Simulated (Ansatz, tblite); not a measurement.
# In13As13 zinc blende bond sphere (In13As13H30): rung by rung

One table from this session's results is given with a row withheld; the runs are named, their logs left out.

The runs use Ansatz 0.2.0, Gaussian basis; as each input shows.

Plan: GFN1-xTB, GFN2-xTB, PBE-D4/def2-SVP, r2SCAN-D4/def2-SVP, B3LYP-D4/def2-SVP, PBE0-D4/def2-TZVP, PBE-D4/def2-TZVP, MP2/def2-SVP.

1 further run of the same task is left out (set aside as unsound or not needed). Runs told in other sessions of the task aren't counted.

### The structure

The singlet was relaxed beforehand with r2SCAN-D4/def2-SVP.

56 atoms, charge 0, spin multiplicity 1.

Bond lengths: In1–As14 2.672 Å, In1–As15 2.671 Å, In1–As17 2.661 Å, In1–H27 1.729 Å, In2–As14 2.624 Å, In2–As16 2.696 Å, In2–As18 2.668 Å, In2–H28 1.725 Å, In3–As14 2.720 Å, In3–As19 2.720 Å, In3–H29 1.724 Å, In3–H30 1.728 Å, In4–As17 2.661 Å, In4–As19 2.672 Å, In4–As20 2.672 Å, In4–H31 1.729 Å, In5–As18 2.668 Å, In5–As19 2.624 Å and more. Angles: As14–In1–As15 112.5°, As14–In1–As17 104.2°, As14–In1–H27 111.0°, As15–In1–As17 104.2°, As15–In1–H27 111.0°, As17–In1–H27 113.7°, As14–In2–As16 104.5°, As14–In2–As18 100.2°, As14–In2–H28 121.8°, As16–In2–As18 102.3°, As16–In2–H28 111.2°, As18–In2–H28 114.5°, As14–In3–As19 93.6°, As14–In3–H29 107.4°, As14–In3–H30 106.9°, As19–In3–H29 107.4°, As19–In3–H30 106.9°, H29–In3–H30 129.0° and more.

In takes a core potential in the def2 sets. No spin-orbit coupling is included.

PBE0-D4/def2-SVP was run before; its log isn't repeated, and its numbers join the tables.

Set-up of the first run:

Tight binding, by tblite at 300 K electronic temperature and without a spin-polarisation term:

```python
tblite.interface.Calculator('GFN1-xTB', numbers, positions, charge=0, uhf=0).singlepoint()
```

Tight binding, by tblite at 300 K electronic temperature and without a spin-polarisation term:

```python
tblite.interface.Calculator('GFN2-xTB', numbers, positions, charge=0, uhf=0).singlepoint()
```

start.molden holds the orbitals of an earlier run on this state, given as this run's starting guess.

Input file in.yaml:

```yaml
crystal:
  periodic: [false, false, false]
  atoms:
    - {symbol: In, position_ang: [-2.344856, -2.345052, -0.729661]}
    - {symbol: In, position_ang: [-2.465245, 0.913911, -3.899838]}
    - {symbol: In, position_ang: [-5.612973, 0.815474, -0.816654]}
    - {symbol: In, position_ang: [-2.343178, 0.725121, 2.342731]}
    - {symbol: In, position_ang: [-2.464035, 3.896039, -0.914965]}
    - {symbol: In, position_ang: [0.911130, -2.466378, -3.901007]}
    - {symbol: In, position_ang: [0.809043, -5.615140, -0.813464]}
    - {symbol: In, position_ang: [0.726919, -2.345702, 2.341359]}
    - {symbol: In, position_ang: [3.893929, -2.466820, -0.919060]}
    - {symbol: In, position_ang: [0.694923, 0.694514, -0.700033]}
    - {symbol: In, position_ang: [0.916726, 3.893685, 2.460929]}
    - {symbol: In, position_ang: [3.897352, 0.911888, 2.459072]}
    - {symbol: In, position_ang: [0.820522, 0.815239, 5.610311]}
    - {symbol: As, position_ang: [-3.751864, -0.610322, -2.195422]}
    - {symbol: As, position_ang: [-0.612256, -3.753307, -2.195974]}
    - {symbol: As, position_ang: [-0.761946, -0.760787, -5.149975]}
    - {symbol: As, position_ang: [-0.805770, -0.806993, 0.802911]}
    - {symbol: As, position_ang: [-0.850810, 2.227708, -2.230995]}
    - {symbol: As, position_ang: [-3.750834, 2.192493, 0.609984]}
    - {symbol: As, position_ang: [-0.607868, 2.190864, 3.748997]}
    - {symbol: As, position_ang: [-0.756688, 5.144754, 0.757182]}
    - {symbol: As, position_ang: [2.225611, -0.851941, -2.232714]}
    - {symbol: As, position_ang: [2.192097, -3.753799, 0.607793]}
    - {symbol: As, position_ang: [2.194949, -0.612616, 3.747917]}
    - {symbol: As, position_ang: [5.145527, -0.760031, 0.751526]}
    - {symbol: As, position_ang: [2.228720, 2.225523, 0.844649]}
    - {symbol: H, position_ang: [-3.391997, -3.390175, 0.165905]}
    - {symbol: H, position_ang: [-3.296534, 1.916868, -5.031150]}
    - {symbol: H, position_ang: [-6.392829, -0.272186, 0.269977]}
    - {symbol: H, position_ang: [-6.317944, 1.932012, -1.931887]}
    - {symbol: H, position_ang: [-3.389879, -0.169601, 3.388932]}
    - {symbol: H, position_ang: [-3.294544, 5.029434, -1.916334]}
    - {symbol: H, position_ang: [1.913395, -3.297298, -5.033173]}
    - {symbol: H, position_ang: [-0.281775, -6.386833, 0.275908]}
    - {symbol: H, position_ang: [1.921959, -6.328019, -1.927145]}
    - {symbol: H, position_ang: [-0.171528, -3.389788, 3.386906]}
    - {symbol: H, position_ang: [5.025906, -3.297760, -1.921690]}
    - {symbol: H, position_ang: [1.921100, 5.023990, 3.291963]}
    - {symbol: H, position_ang: [5.029148, 1.914633, 3.290018]}
    - {symbol: H, position_ang: [-0.265151, -0.270520, 6.394100]}
    - {symbol: H, position_ang: [1.937688, 1.932674, 6.310770]}
    - {symbol: H, position_ang: [-4.560075, -1.494468, -3.126283]}
    - {symbol: H, position_ang: [-1.497243, -4.561881, -3.125725]}
    - {symbol: H, position_ang: [-1.580105, -1.577613, -6.126815]}
    - {symbol: H, position_ang: [0.016011, 0.015886, -6.191377]}
    - {symbol: H, position_ang: [0.062955, 3.083800, -3.084876]}
    - {symbol: H, position_ang: [-4.557278, 3.123472, 1.495640]}
    - {symbol: H, position_ang: [-1.490121, 3.122765, 4.558045]}
    - {symbol: H, position_ang: [-1.571073, 6.124569, 1.574347]}
    - {symbol: H, position_ang: [0.021738, 6.183652, -0.022586]}
    - {symbol: H, position_ang: [3.082272, 0.061315, -3.086606]}
    - {symbol: H, position_ang: [3.123635, -4.560779, 1.492342]}
    - {symbol: H, position_ang: [3.126912, -1.495931, 4.555707]}
    - {symbol: H, position_ang: [6.129789, -1.573555, 1.564189]}
    - {symbol: H, position_ang: [6.180238, 0.020903, -0.031353]}
    - {symbol: H, position_ang: [3.083801, 3.080313, -0.069251]}
basis:
  gaussian: {orbitals: def2-SVP, fitting: {mean_field: def2-universal-jkfit}, initial_orbitals: start.molden}
hamiltonian: {xc: pbe, dispersion: d4}
scf: {omitted_lower_state_checks: [starts]}
output: {orbitals: {seedname: orbitals}}
```

On the command line:

```
ansatz run in.yaml --threads 11 --pin off --events-out ev --progress --plain --max-ram 174080MiB --backend cuda --devices 0, --max-vram 75GiB
```

Among the steps run: PBE-D4/def2-SVP; r2SCAN-D4/def2-SVP; B3LYP-D4/def2-SVP; PBE0-D4/def2-TZVP; PBE-D4/def2-TZVP; MP2/def2-SVP.

One of the session's tables, all rows but one given; the rest of the session is left out.

It belongs to the step «Binding energy». 

```
             level  binding an atom (eV)
       HF/def2-SVP                 1.540
   PBE-D4/def2-SVP                 2.426
  PBE-D4/def2-TZVP                 2.442
r2SCAN-D4/def2-SVP                 2.428
 B3LYP-D4/def2-SVP                 2.413
  PBE0-D4/def2-SVP                 2.422
 PBE0-D4/def2-TZVP                     ?
      MP2/def2-SVP                 2.232
```

Estimate the missing values for PBE0-D4/def2-TZVP.

As computed: binding an atom (eV): 2.440. In the column «binding an atom (eV)» it lies between r2SCAN-D4/def2-SVP (2.428) and PBE-D4/def2-TZVP (2.442).

Limits of these values: Free atoms were run apart at each level; binding is atoms less cluster, divided by the number of atoms, without zero-point or spin-orbit terms.
